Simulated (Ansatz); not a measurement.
# Mg3PN: the cell at several levels of theory

How does the equilibrium cell of antiperovskite Mg3PN depend on the functional? It is relaxed with PBE, r2SCAN, PBEsol and LDA. This is a trial cell built on a prototype, not taken from a measured structure, and it needn't be the compound's ground state.

Program: Ansatz 0.2.0. PAW datasets, plane waves, zero pressure. All values are calculated for a non-magnetic cell, which may be hypothetical.

## (1) The cell

This is the cell as the run starts from it, not yet at rest; its lengths are not the crystal's.

Space group Pm-3m (No. 221), cubic; conventional cell a = 4.077 Å, 13.56 Å³ an atom. Near P stand 12 Mg at 2.88 Å; near N stand 6 Mg at 2.04 Å; near Mg stand 2 N at 2.04 Å and 4 P at 2.88 Å.

The structure in full:

```
CELL_PARAMETERS angstrom
4.07749 0.00000 0.00000
0.00000 4.07749 0.00000
0.00000 0.00000 4.07749
ATOMIC_POSITIONS crystal
P 0.00000 0.00000 0.00000
N 0.50000 0.50000 0.50000
Mg 0.50000 0.50000 0.00000
Mg 0.50000 0.00000 0.50000
Mg 0.00000 0.50000 0.50000
```

## (2) PBE: cell and atoms

File input.yaml:

```yaml
crystal:
  lattice:
    - [4.07749394, 0.0, 0.0]
    - [0.0, 4.07749394, 0.0]
    - [0.0, 0.0, 4.07749394]
  atoms:
    - { symbol: P, position: [0.0, 0.0, 0.0] }
    - { symbol: "N", position: [0.5, 0.5, 0.5] }
    - { symbol: Mg, position: [0.5, 0.5, 0.0] }
    - { symbol: Mg, position: [0.5, 0.0, 0.5] }
    - { symbol: Mg, position: [0.0, 0.5, 0.5] }
kpoints:
  mp_grid: { grid: [6, 6, 6] }
hamiltonian:
  xc: pbe
scf:
  occupations: { method: fermi_dirac, width: 0.02 }
relax:
  f_tol: 0.005
  cell: {}
```

Launch:

```sh
ansatz run input.yaml --threads 2 --pin off --max-ram 18432MiB --backend cpu --events-out ev --progress --plain --runs-dir out
```

After this run come: Relaxation with r2SCAN; Relaxation with PBEsol; LDA: cell and atoms.

What does the calculation give? Wanted: for each run, a; volume; space group; SCF geometries.

**Answer**, as computed:

| level | a (Å) | volume (Å³/atom) | space group | SCF geometries |
| --- | --- | --- | --- | --- |
| PBE | 4.183 | 14.638 | Pm-3m | 7 |
| r2SCAN | 4.152 | 14.311 | Pm-3m | 4 |
| PBEsol | 4.152 | 14.318 | Pm-3m | 4 |
| LDA | 4.106 | 13.846 | Pm-3m | 7 |

What this shows: The first relaxation changed the volume by +8.0 % from the start. The volume runs from LDA (least) to PBE (most), a spread of 5.7 %, or 1.9 % in length if all axes shared it alike.
